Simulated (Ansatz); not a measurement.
**C₆H₆ClF₉O₃Si: small, medium and large basis sets**

How large a basis does C₆H₆ClF₉O₃Si need? Two functionals are run in growing sets.

Method: one geometry, several basis sets; program: Ansatz 0.2.0, Gaussian basis.

The runs, in order: PBE0-D4/def2-SVP; ωB97M-V/def2-SVP; PBE0-D4/def2-QZVPP; ωB97M-V/def2-QZVPP; the functionals' def2-TZVPP values are taken from earlier runs.

### 1 The geometry

An earlier PBE0-D4 in a triple-zeta def2 set relaxation fixed the geometry.

SMILES `FC(F)(F)CO[Si](Cl)(OCC(F)(F)F)OCC(F)(F)F`, 26 atoms, charge 0, spin multiplicity 1.

Atoms are counted from 1 here; the program's logs count them from 0.

Bond lengths: F1–C2 1.343 Å, C2–F3 1.335 Å, C2–F4 1.332 Å, C2–C5 1.515 Å, C5–O6 1.393 Å, C5–H21 1.092 Å, C5–H22 1.094 Å, O6–Si7 1.628 Å, Si7–Cl8 2.036 Å, Si7–O9 1.613 Å, Si7–O15 1.617 Å, O9–C10 1.394 Å, C10–C11 1.514 Å, C10–H23 1.093 Å, C10–H24 1.092 Å, C11–F12 1.333 Å, C11–F13 1.335 Å, C11–F14 1.339 Å and more. Angles: F1–C2–F3 107.7°, F1–C2–F4 107.3°, F1–C2–C5 111.2°, F3–C2–F4 108.2°, F3–C2–C5 109.9°, F4–C2–C5 112.3°, C2–C5–O6 111.3°, C2–C5–H21 107.7°, C2–C5–H22 107.6°, O6–C5–H21 108.9°, O6–C5–H22 112.2°, H21–C5–H22 108.9°, C5–O6–Si7 130.4°, O6–Si7–Cl8 109.2°, O6–Si7–O9 113.2°, O6–Si7–O15 106.4°, Cl8–Si7–O9 109.3°, Cl8–Si7–O15 113.0° and more.

Geometry (Å):

```xyz
26

F    -1.34399    1.59908   -2.10932
C    -2.49245    1.16796   -1.56292
F    -3.39852    1.07764   -2.53930
F    -2.89762    2.10222   -0.70478
C    -2.31232   -0.18238   -0.90090
O    -1.38744   -0.11785    0.13858
Si    0.23798   -0.19784    0.11140
Cl    0.82765   -1.28528   -1.50622
O     0.94608    1.25083    0.06810
C     1.57001    1.94389   -0.96779
C     3.03889    2.12799   -0.64834
F     3.22510    2.81035    0.48175
F     3.66654    0.95659   -0.52198
F     3.62717    2.80652   -1.64115
O     0.68444   -0.86288    1.51559
C    -0.07691   -1.61971    2.40653
C    -0.10969   -3.08215    2.01262
F    -0.81283   -3.77279    2.91690
F    -0.69708   -3.25560    0.82039
F     1.10784   -3.61480    1.93979
H    -3.28011   -0.48464   -0.49582
H    -2.01387   -0.89473   -1.67610
H     1.50453    1.42051   -1.92540
H     1.12003    2.93343   -1.07250
H    -1.11217   -1.27240    2.46449
H     0.37873   -1.55397    3.39641
```

### 2 PBE0-D4 in def2-SVP

in.yaml

```yaml
crystal:
  periodic: [false, false, false]
  atoms:
    - {symbol: F, position_ang: [-1.343987, 1.599080, -2.109320]}
    - {symbol: C, position_ang: [-2.492450, 1.167957, -1.562916]}
    - {symbol: F, position_ang: [-3.398525, 1.077643, -2.539303]}
    - {symbol: F, position_ang: [-2.897624, 2.102222, -0.704784]}
    - {symbol: C, position_ang: [-2.312322, -0.182384, -0.900904]}
    - {symbol: O, position_ang: [-1.387438, -0.117846, 0.138584]}
    - {symbol: Si, position_ang: [0.237976, -0.197845, 0.111401]}
    - {symbol: Cl, position_ang: [0.827651, -1.285283, -1.506220]}
    - {symbol: O, position_ang: [0.946084, 1.250825, 0.068096]}
    - {symbol: C, position_ang: [1.570010, 1.943894, -0.967791]}
    - {symbol: C, position_ang: [3.038894, 2.127993, -0.648345]}
    - {symbol: F, position_ang: [3.225103, 2.810346, 0.481750]}
    - {symbol: F, position_ang: [3.666541, 0.956592, -0.521976]}
    - {symbol: F, position_ang: [3.627165, 2.806524, -1.641153]}
    - {symbol: O, position_ang: [0.684444, -0.862880, 1.515592]}
    - {symbol: C, position_ang: [-0.076912, -1.619714, 2.406535]}
    - {symbol: C, position_ang: [-0.109688, -3.082146, 2.012619]}
    - {symbol: F, position_ang: [-0.812830, -3.772790, 2.916902]}
    - {symbol: F, position_ang: [-0.697080, -3.255599, 0.820387]}
    - {symbol: F, position_ang: [1.107837, -3.614803, 1.939786]}
    - {symbol: H, position_ang: [-3.280109, -0.484638, -0.495817]}
    - {symbol: H, position_ang: [-2.013868, -0.894733, -1.676102]}
    - {symbol: H, position_ang: [1.504532, 1.420515, -1.925403]}
    - {symbol: H, position_ang: [1.120031, 2.933427, -1.072498]}
    - {symbol: H, position_ang: [-1.112171, -1.272396, 2.464494]}
    - {symbol: H, position_ang: [0.378728, -1.553970, 3.396407]}
basis:
  gaussian: {orbitals: def2-SVP}
hamiltonian: {xc: pbe0, dispersion: d4}
output: {orbitals: {seedname: orbitals}}
```

Run with:

```console
$ ansatz run in.yaml --threads 10 --pin off --events-out ev --progress --plain --max-ram 110592MiB --backend cpu
```

After this run come: ωB97M-V in def2-SVP; PBE0-D4 in def2-QZVPP; ωB97M-V in def2-QZVPP.

**Question.** What will the summary of the whole plan be? Wanted: PBE0-D4: double and triple zeta above quadruple; ωB97M-V: double and triple zeta above quadruple.

The runs gave:

```
                                       quantity           value
PBE0-D4: double and triple zeta above quadruple  53.89, 2.52 eV
ωB97M-V: double and triple zeta above quadruple  54.57, 2.36 eV
```

**Reading.** PBE0-D4 gains 51.38 eV from double to triple zeta, then 2.52 eV more. These are total energies; as a rule much of such shifts cancels in differences, which this series doesn't test. The LUMO of ωB97M-V is positive and keeps falling with the basis (2.93 to 1.48 eV): an unbound level that the basis holds in place.
